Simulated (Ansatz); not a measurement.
Below is the output of a Python script on the Ansatz DFT code, driven from Python that makes a single point from a YAML input of LiC2O2, space group C2/m. Write a script that gives it. Use: LDA, PAW, cutoff 517 eV, 4×4×7 k-points, Gaussian smearing of 0.1 eV.

The script reads `scf.yaml`:
```yaml
crystal:
  lattice:
    - [3.624234, -4.830853, 0.0]
    - [3.624234, 4.830853, 0.0]
    - [-0.703058, 0.0, 3.306522]
  atoms:
    - { symbol: Li, position: [0.647283, 0.352717, 0.0] }
    - { symbol: Li, position: [0.352717, 0.647283, 0.0] }
    - { symbol: C, position: [0.892176, 0.107824, 0.5] }
    - { symbol: C, position: [0.861252, 0.861252, 0.335214] }
    - { symbol: C, position: [0.107824, 0.892176, 0.5] }
    - { symbol: C, position: [0.138748, 0.138748, 0.664786] }
    - { symbol: O, position: [0.306528, 0.306528, 0.86265] }
    - { symbol: O, position: [0.238939, 0.761061, 0.5] }
    - { symbol: O, position: [0.761061, 0.238939, 0.5] }
    - { symbol: O, position: [0.693472, 0.693472, 0.13735] }
kpoints:
  mp_grid: { grid: [4, 4, 7] }
hamiltonian:
  xc: lda
scf:
  occupations: { method: gaussian, width: 0.1 }
basis:
  ecutwfc: "38 Ry"
output:
  forces: true
```

```console
$ python yaml_run.py
sections: ['crystal', 'kpoints', 'hamiltonian', 'scf', 'basis', 'output']
[INFO] free energy      -3596.75016 eV
[INFO] per atom         -359.67502 eV
[INFO] SCF iterations   8  (converged: True)
  atom      fx      fy      fz
0   Li -0.0000  0.0787  0.0000
1   Li  0.0000 -0.0787 -0.0000
2    C  0.0000  0.5043  0.0000
3    C -0.4820 -0.0000 -0.2998
4    C  0.0000 -0.5043 -0.0000
5    C  0.4820  0.0000  0.2998
6    O -0.6184 -0.0000 -0.4357
7    O  0.0000  0.8853 -0.0000
8    O -0.0000 -0.8853  0.0000
9    O  0.6184  0.0000  0.4357
[INFO] energy terms (eV)
[INFO]   e_band                           -427.06254
[INFO]   e_kinetic                        1095.81643
[INFO]   e_local                         -2940.71919
[INFO]   e_nonlocal                        249.82263
[INFO]   e_hartree                         999.25465
[INFO]   e_xc                             -495.07553
[INFO]   e_vxc                            -628.80192
[INFO]   e_paw                            -993.96795
[INFO]   e_vpaw                           -201.69418
[INFO]   e_augmentation_tail                 0.00304
[INFO]   e_ewald                         -1512.52326
[INFO]   e_core_change                       0.63902
```

One script that gives this output:

`yaml_run.py`
```python
"""LiC2O2 from YAML text."""

import logging
import sys

import ansatz as az
import pandas as pd
import yaml

logging.basicConfig(stream=sys.stdout, format="[%(levelname)s] %(message)s")
log = logging.getLogger("ansatz_job")
log.setLevel(logging.INFO)


def main() -> None:
    with open("scf.yaml") as handle:
        tree = yaml.safe_load(handle)
    print("sections:", list(tree))
    planned = az.Session.from_dict(tree).plan(threads=1, pin="off")
    result = planned.execute()
    data = result.report

    log.info(f"free energy      {data['free_energy_ev']:.5f} eV")
    log.info(f"per atom         {data['free_energy_ev'] / len(result.lattice.sites):.5f} eV")
    log.info(f"SCF iterations   {data['n_iterations']}  (converged: {data['converged']})")

    # forces, one row an atom
    table = pd.DataFrame(data["forces_ev_ang"], columns=["fx", "fy", "fz"])
    table.insert(0, "atom", [site["symbol"] for site in data["lattice"]["sites"]])
    print(table.round(4).to_string())

    log.info("energy terms (eV)")
    for term, value in data["components"].items():
        if abs(value) > 1e-9:
            log.info(f"  {term:26s} {value:16.5f}")


if __name__ == "__main__":
    main()
```

Total energies depend on the potentials; only differences at equal settings carry meaning. The energy terms are those on the plane-wave grid, with the one-centre PAW part apart; e_band, e_vxc and e_vpaw aren't summands of the total. This cell is a computed structure, which may not be the phase found in nature. Gaps and levels are Kohn-Sham values on a finite set of k-points. Timing: 11 s on 1 thread of Intel(R) Xeon(R) Platinum 8259CL CPU @ 2.50GHz (Skylake/Cascade Lake), with other jobs on the host, peak memory 0.54 GiB.

(Lines on the test bed's own set-up are left out of the output.)
